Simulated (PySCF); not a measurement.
The system is SiClH3, in a box.

```xyz
5
Lattice="12.0000 0.0000 0.0000 0.0000 12.0000 0.0000 0.0000 0.0000 12.0000" Properties=species:S:1:pos:R:3 pbc="T T T"
Si    5.4573    5.5847    6.1210
Cl    7.4076    5.0527    6.4818
H     4.6184    5.0779    7.2310
H     5.0346    4.9805    4.8370
H     5.3785    7.0616    6.0472
```

Base run:

```yaml
Program: PySCF 2.14.0
Functional: BHandHLYP
Dispersion: D3
Potentials_or_basis: def2-svp (all-electron)
k_mesh: 1 × 1 × 1
Occupations: fixed
Spin: no spin polarisation
```

Its results: gap between the frontier levels 11.53 eV.

**Question.** After a change of settings the same cell gave: gap between the frontier levels 6.92 eV. Which change was it?
A. functional from BHandHLYP to SCAN; dispersion from D3 to D4
B. functional from BHandHLYP to N12; dispersion from D3 to none
C. functional from BHandHLYP to r2SCAN50; dispersion from D3 to D3(BJ)

**Answer.** B.

Caveats: this is a molecule in a periodic box at the Γ point, so its band gap is the HOMO-LUMO gap; the basis of atomic orbitals isn't converged, which shifts pressures, moduli and gaps.

Runs at the PBE level aren't shown here.
